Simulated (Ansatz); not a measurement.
# BSBr: geometry and frequencies at several levels

The task here is to estimate one member of a computed series from the others.

Computed with Ansatz 0.2.0 (the levels named in each step, unless a step's input says otherwise).

### The starting structure

Bond lengths: S1–B2 1.606 Å, B2–Br3 1.813 Å. Angles: S1–B2–Br3 180.0°.

As a file:

```xyz
3

S     0.0000    0.0000   -1.6748
B     0.0000    0.0000   -0.0691
Br    0.0000    0.0000    1.7439
```

The first run:

File input.yaml:

```yaml
crystal:
  periodic: [false, false, false]
  atoms:
    - { symbol: S, position_ang: [0.0, 0.0, -1.67479] }
    - { symbol: B, position_ang: [0.0, 0.0, -0.06909] }
    - { symbol: Br, position_ang: [0.0, 0.0, 1.74388] }
basis:
  gaussian: { orbitals: def2-SVP }
hamiltonian:
  xc: pbe
  dispersion: d4
relax:
  f_tol: 0.03
  max_steps: 200
```

Command:

```bash
> ansatz run input.yaml --threads 2 --pin off --max-ram 5120MiB --backend cpu --events-out ev --progress --plain --runs-dir out
```

Steps of the session up to this table: A rough first relaxation, PBE-D4/def2-SVP; Relaxation, PBE0-D4/def2-TZVPP; Frequencies, PBE0-D4/def2-TZVPP; Relaxation, PBE-D4/def2-TZVPP; Frequencies, PBE-D4/def2-TZVPP; Relaxation, r2SCAN-D4/def2-TZVPP; Frequencies, r2SCAN-D4/def2-TZVPP; Relaxation, B3LYP-D4/def2-TZVPP; Frequencies, B3LYP-D4/def2-TZVPP; Relaxation, B2PLYP/def2-TZVPP; Frequencies, B2PLYP/def2-TZVPP.

One table of the session follows, with a row left open; its other results are not shown here.

It belongs to the step «Geometries side by side». 

| level | S1–B2 (Å) | B2–Br3 (Å) | rotational constants (MHz) | dipole (D) | highest frequency (cm⁻¹) |
| --- | --- | --- | --- | --- | --- |
| PBE0-D4/def2-TZVPP | 1.6053 | 1.8313 | 1832.4 | 1.82 | 1402 |
| PBE-D4/def2-TZVPP | 1.6181 | 1.8403 | 1809.7 | 1.78 | 1358 |
| r2SCAN-D4/def2-TZVPP | 1.6101 | 1.8317 | 1827.1 | 1.86 | 1391 |
| B3LYP-D4/def2-TZVPP | 1.6070 | 1.8393 | 1821.8 | 1.77 | 1379 |
| B2PLYP/def2-TZVPP | ? | ? | ? | ? | ? |

Estimate the missing values for B2PLYP/def2-TZVPP.

**Answer.** S1–B2 (Å): 1.6097; B2–Br3 (Å): 1.8386; rotational constants (MHz): 1819.9; dipole (D): 1.68; highest frequency (cm⁻¹): 1384. In the column «S1–B2 (Å)» it lies between B3LYP-D4/def2-TZVPP (1.6070) and r2SCAN-D4/def2-TZVPP (1.6101).
